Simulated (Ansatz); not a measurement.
**One shape, several levels: SnS (SMILES [S][Sn])**

Aim: a comparison of 6 runs (BHLYP/STO-3G, CAM-B3LYP/STO-3G, revPBE/STO-3G, wB97M-V/STO-3G, wB97X/STO-3G, UCCSD(T)/STO-3G) of SnS. 

Program for the calculation: Ansatz 0.2.0.

53 further runs of the same task are left out: 19 that didn't finish, 34 set aside as unsound or not needed.

## (1) The molecule

The species is SnS (2 atoms), meant as a singlet with charge 0. As SMILES, `[S][Sn]`. The Sn2–S1 distance was set to 5.523 Å, away from the relaxed value.

## (2) A single-point energy at BHLYP/STO-3G (run 1)

The input, input.yaml:

```yaml
basis:
  gaussian: {orbitals: STO-3G}
crystal:
  periodic: [false, false, false]
  atoms:
    - {symbol: S, position_ang: [0.000000, 0.000000, -3.313574]}
    - {symbol: Sn, position_ang: [0.000000, 0.000000, 2.209026]}
hamiltonian: {xc: {name: BHLYP}}
accuracy: high
```

The run is started by

```
$ ansatz run input.yaml --threads 1 --pin off --max-ram 2610MiB --events-out events.jsonl --progress --plain --runs-dir runs
```

The log of the run:

```text
Warning: RAYON_NUM_THREADS=1 ignored (pool sized by the plan → 1); use --threads N
Functional definition: BHLYP
  name "BHLYP"
  parameter a = 0.5
  exchange = (1 - a)*b88_x + a*exact_x
  correlation = lyp_c
582 factors; integrals over basis functions are off by at most 5.0e-9 eV
mean field evaluation 1: about -173008.8547 eV, gradient 4.2e0 eV
mean field evaluation 2: about -172890.4760 eV, gradient 2.7e1 eV
mean field evaluation 4: about -173007.9343 eV, gradient 1.2e1 eV
mean field evaluation 8: about -173034.6342 eV, gradient 7.9e0 eV
mean field evaluation 16: about -173035.5506 eV, gradient 1.3e-8 eV
mean field evaluation 32: about -173035.5505 eV, gradient 2.0e-2 eV
mean field -173035.55062753 eV, -6358.9391978531 hartree, gradient 1.2e-8 eV, S^2 0.000000; 2 other end points of the search recorded, 0 dependent functions left out
reference -173035.55065058 eV, -6358.9391987001 hartree; 33, 33 occupied and 3, 3 virtual orbitals, 582 factors
Total energy: -173035.55065058 eV, -6358.9391987001 hartree
```

Run time: 3.3 s. Hardware: 1 thread of Arm Neoverse V1, shared host; peak memory 0.12 GiB.

## (3) A single-point energy at CAM-B3LYP/STO-3G (run 2)

The input, in.yaml:

```yaml
basis:
  gaussian:
    orbitals: STO-3G
crystal:
  periodic: [false, false, false]
  atoms:
    - symbol: S
      position_ang: [0.000000, 0.000000, -3.313574]
    - symbol: Sn
      position_ang: [0.000000, 0.000000, 2.209026]
magnetization:
  spin_polarized: false
  initial_magnetization: 0
hamiltonian:
  xc: {name: CAM-B3LYP}
accuracy: high
```

The run is started by

```
$ ansatz run in.yaml --threads 1 --pin off --max-ram 2610MiB --events-out events.jsonl --progress --plain --runs-dir runs
```

The log of the run (excerpt; [...] marks lines left out):

```text
Warning: RAYON_NUM_THREADS=1 ignored (pool sized by the plan → 1); use --threads N
Functional definition: CAM-B3LYP
  name "CAM-B3LYP"
[...]
582 factors; integrals over basis functions are off by at most 5.0e-9 eV
129 factors; integrals over basis functions are off by at most 2.6e-9 eV
[...]
mean field -173034.51649925 eV, -6358.9011943395 hartree, gradient 5.8e-9 eV, S^2 0.000000; 2 other end points of the search recorded, 0 dependent functions left out
reference -173034.51651557 eV, -6358.9011949395 hartree; 33, 33 occupied and 3, 3 virtual orbitals, 582 factors
Total energy: -173034.51651557 eV, -6358.9011949395 hartree
```

It took 3.3 s on 1 thread of Arm Neoverse V1, shared host; peak memory 0.12 GiB.

Runs 3 to 4 aren't shown in full; the table further down has their settings and results.

## (4) The energy at wB97X/STO-3G (run 5)

The input, run.yaml:

```yaml
crystal:
  periodic: [false, false, false]
  atoms:
    - {symbol: S, position_ang: [0.000000, 0.000000, -3.313574]}
    - {symbol: Sn, position_ang: [0.000000, 0.000000, 2.209026]}
basis:
  gaussian: {orbitals: STO-3G}
magnetization: {spin_polarized: false}
accuracy: high
hamiltonian: {xc: {name: wB97X}}
```

The run is started by

```
$ ansatz run run.yaml --threads 1 --pin off --max-ram 2610MiB --events-out events.jsonl --progress --plain --runs-dir runs
```

The log of the run (excerpt; [...] marks lines left out):

```text
Warning: RAYON_NUM_THREADS=1 ignored (pool sized by the plan → 1); use --threads N
Functional definition: wB97X
  name "wB97X"
[...]
      + exact_x_lr(omega)
[...]
      + integral(e_c_pw_opposite_spin*poly(b97_u_opposite, 1, cos1, cos2, cos3, cos4))
582 factors; integrals over basis functions are off by at most 5.0e-9 eV
126 factors; integrals over basis functions are off by at most 1.3e-9 eV
[...]
mean field -173034.12647123 eV, -6358.8868610744 hartree, gradient 3.6e-9 eV, S^2 0.000000; 2 other end points of the search recorded, 0 dependent functions left out
reference -173034.12646943 eV, -6358.8868610080 hartree; 33, 33 occupied and 3, 3 virtual orbitals, 582 factors
Total energy: -173034.12646943 eV, -6358.8868610080 hartree
```

Wall time 17 s (1 thread of Arm Neoverse V1, shared host); peak memory 0.24 GiB.

## (5) The energy at UCCSD(T)/STO-3G (run 6)

The input, run.yaml:

```yaml
crystal:
  periodic: [false, false, false]
  atoms:
    - symbol: S
      position_ang: [0.000000, 0.000000, -3.313574]
    - symbol: Sn
      position_ang: [0.000000, 0.000000, 2.209026]
basis:
  gaussian:
    orbitals: STO-3G
correlation:
  method: ccsd_t
  frozen_orbitals: {S: 5, Sn: 18}
accuracy: high
scf:
  omitted_lower_state_checks: [cluster_reference, increment]
magnetization:
  spin_polarized: true
  initial_magnetization: 0
```

The run is started by

```
$ ansatz run run.yaml --threads 1 --pin off --max-ram 2610MiB --events-out events.jsonl --progress --plain --runs-dir runs
```

The log of the run:

```text
Warning: RAYON_NUM_THREADS=1 ignored (pool sized by the plan → 1); use --threads N
[... 22 lines left out ...]
23 core orbitals not correlated: weight in the atoms' cores, before any rotation towards them, 1.000 or more for the frozen orbitals, at most 0.000 for the correlated occupied ones
[... 93 lines left out ...]
Total energy: -172965.10271910 eV, -6356.3502849696 hartree
Checks for a lower state left out: cluster_reference, increment
```

Wall time 18 s (1 thread of Arm Neoverse V1, shared host); peak memory 0.16 GiB.

## (6) Overview of the runs

```
run             level  frozen core orbitals   energy (Eh)  wall time
  1      BHLYP/STO-3G                     –  -6358.939199      3.3 s
  2  CAM-B3LYP/STO-3G                     –  -6358.901195      3.3 s
  3     revPBE/STO-3G                     –  -6358.365079       14 s
  4    wB97M-V/STO-3G                     –  -6358.890163       62 s
  5      wB97X/STO-3G                     –  -6358.886861       17 s
  6   UCCSD(T)/STO-3G                    23  -6356.350285       18 s
```

## (7) Results

| quantity | value |
| --- | --- |
| run 6: total energy | -6356.35028 Eh |
| run 6: correlation energy (23 core orbitals frozen) | -13.7 mEh |
| run 6: (T) correction | 0.00 mEh |
| run 6: ⟨S²⟩ of the reference determinant | 2.000 |
| run 6: T1 diagnostic | 0.000 |

In words: Totals of different functionals can't be ranked against each other. In runs 1, 2, 3, 4, 5, 6 the basis is minimal, so the values are rough. In runs 1, 2, 3, 4, 5 a closed-shell determinant meets a far-stretched bond, which it describes badly. In runs 1, 2, 3, 4, 5, 6 relativity is left out where basis or elements ask for it. Spin contamination of the reference: run 6 ⟨S²⟩ = 2.00. Where it is this large, the reference is a mixture of spin states, and values that rest on it are in doubt. All runs together took 1.9 min, the longest 62 s.
